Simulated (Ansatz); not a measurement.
# SiTe in Ansatz: convergence with ecutfock ratio

Crystal: SiTe.

```
CELL_PARAMETERS angstrom
3.71434 0.00000 0.00000
-1.85717 3.21671 0.00000
0.00000 0.00000 4.97637
ATOMIC_POSITIONS crystal
Si 0.00000 0.00000 0.50000
Te 0.00000 0.00000 0.00000
```

The cell was built by a generator and needn't be a form met in nature.

* Program: Ansatz 0.2.0
* Task: convergence study
* Functional: HSE06
* Potentials or basis: Ansatz PAW
* Cutoff: 420 eV
* Density cutoff: 1680 eV
* k mesh: 4 × 4 × 3
* Occupations: cold, width 0.05 eV
* Spin: no spin polarisation

These are the settings of the first run; the series varies ecutfock ratio, with any setting tied to it.

Hardware: 2 threads of Intel(R) Xeon(R) Platinum 8488C (Sapphire Rapids) (shared host).

| ecutfock ratio | energy less the tightest run, at zero smearing (meV/atom) | SCF cycles | CPU time (s) | peak memory (GiB) |
| --- | --- | --- | --- | --- |
| 1 | 17.43 | 20 | 10 | 0.62 |
| 2 | 0.04 | 20 | 12 | 0.67 |
| 3 | 0.00 | 20 | 13 | 0.73 |
| 4 | 0.00 | 20 | 14 | 0.77 |

Against the tightest run, the energy stays within 1 meV/atom from 2 on. The tightest run that finished is the yardstick and may itself not be fully converged.

Caveat, for the tightest run too: the k mesh is coarse (spacing up to 0.49 Å⁻¹), so the values aren't converged, least of all with exact exchange. The run has no spin-orbit coupling, so splittings on Te are missing.
